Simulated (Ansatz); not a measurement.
CaIr2 and its elements: a formation energy from the elements, run with Ansatz's Python interface.

`formation_cair2.py`:
```python
"""Is CaIr2 bound against its elements, after relaxing cells and atoms."""

from collections import Counter

import ansatz as az
from ase import Atoms
import numpy as np


def solve(name, crystal):
    calc = (
        crystal.calculation()
        .functional("r2SCAN")
        .basis(620)  # cutoff of the orbital basis
        .kpoints(spacing=0.33)  # sampling of the Brillouin zone
        .occupations("fermi_dirac", width=0.1)  # fractional filling near the Fermi level
        .stress()  # positive in compression
    )
    calc = calc.relax(force_tolerance=0.01, cell=True)
    return calc.run()


def counts(outcome):
    return Counter(site.symbol for site in outcome.lattice.sites)

def formation_energy(outcome, mu):
    n = counts(outcome)
    return (outcome.report["energy_sigma0_ev"] - sum(k * mu[element] for element, k in n.items())) / sum(n.values())


def volume_per_atom(outcome):
    return abs(np.linalg.det(outcome.lattice.cell_ang)) / len(outcome.lattice.sites)


def main() -> None:
    phases = {}
    cair2 = (
        az.Lattice.from_parameters(5.333223, 5.333223, 5.333223, alpha=60.0, beta=60.0, gamma=60.0)
        .atom("Ca", (0.25, 0.25, 0.25))
        .atom("Ca", (0.0, 0.0, 0.0))
        .atom("Ir", (0.625, 0.625, 0.625))
        .atom("Ir", (0.125, 0.625, 0.625))
        .atom("Ir", (0.625, 0.125, 0.625))
        .atom("Ir", (0.625, 0.625, 0.125))
    )
    phases["CaIr2"] = cair2
    atoms = Atoms(
        ["Ca"],
        scaled_positions=[
            (0.0, 0.0, 0.0),
        ],
        cell=[
            (0.0, 2.7942, 2.7942),
            (2.7942, 0.0, 2.7942),
            (2.7942, 2.7942, 0.0),
        ],
        pbc=True,
    )
    ca = az.Crystal.from_ase(atoms)
    phases["Ca"] = ca
    atoms = Atoms(
        ["Ir"],
        scaled_positions=[
            (0.0, 0.0, 0.0),
        ],
        cell=[
            (0.0, 1.9156, 1.9156),
            (1.9156, 0.0, 1.9156),
            (1.9156, 1.9156, 0.0),
        ],
        pbc=True,
    )
    ir = az.Crystal.from_ase(atoms)
    phases["Ir"] = ir

    done = {name: solve(name, crystal) for name, crystal in phases.items()}

    # chemical potentials of the elements at zero temperature
    references = {"Ca": "Ca", "Ir": "Ir"}
    mu = {element: done[name].report["energy_sigma0_ev"] / len(done[name].lattice.sites) for element, name in references.items()}

    target = done["CaIr2"]
    heat = formation_energy(target, mu)
    for element, value in mu.items():
        print(f"mu({element}) = {value:.4f} eV from {references[element]}, {volume_per_atom(done[references[element]]):.2f} A^3/atom")
    print(f"formation energy of CaIr2: {heat:.4f} eV/atom = {96.4853 * heat:.1f} kJ/mol of atoms")


if __name__ == "__main__":
    main()
```

Is CaIr2 bound against its elements at this level, and by how much?

The formation energy is -0.516 eV an atom (-49.7 kJ per mole of atoms), so CaIr2 lies below the reference phases.

The run itself:

```console
$ python formation_cair2.py
mu(Ca) = -1821.6551 eV from Ca, 43.08 A^3/atom
mu(Ir) = -11948.7417 eV from Ir, 14.19 A^3/atom
formation energy of CaIr2: -0.5156 eV/atom = -49.8 kJ/mol of atoms
```

Caveats:
- Absolute energies stand on the zero of these potentials, so only differences at equal settings mean something.
- For the metals among these phases the mesh is modest: differences between phases can be off by up to 40 meV an atom.
- Spin-orbit coupling, which matters for elements this heavy, is left out.
- The cells come from databases of deposited and of computed structures, and not all need be stable phases.
- The compound is the structure given, not necessarily its lowest; energies are at zero temperature, with no correction for gases. A semilocal functional's error on such energies is often 0.05 to 0.1 eV an atom, and 0.1 to 0.3 eV against gases such as O2 or F2.
- Finished in 18 s on 1 thread of AMD EPYC 9R45 96-Core Processor (Zen 5), on a shared host, peak memory 0.93 GiB.

(Lines on the test bed's own set-up are left out of the output.)
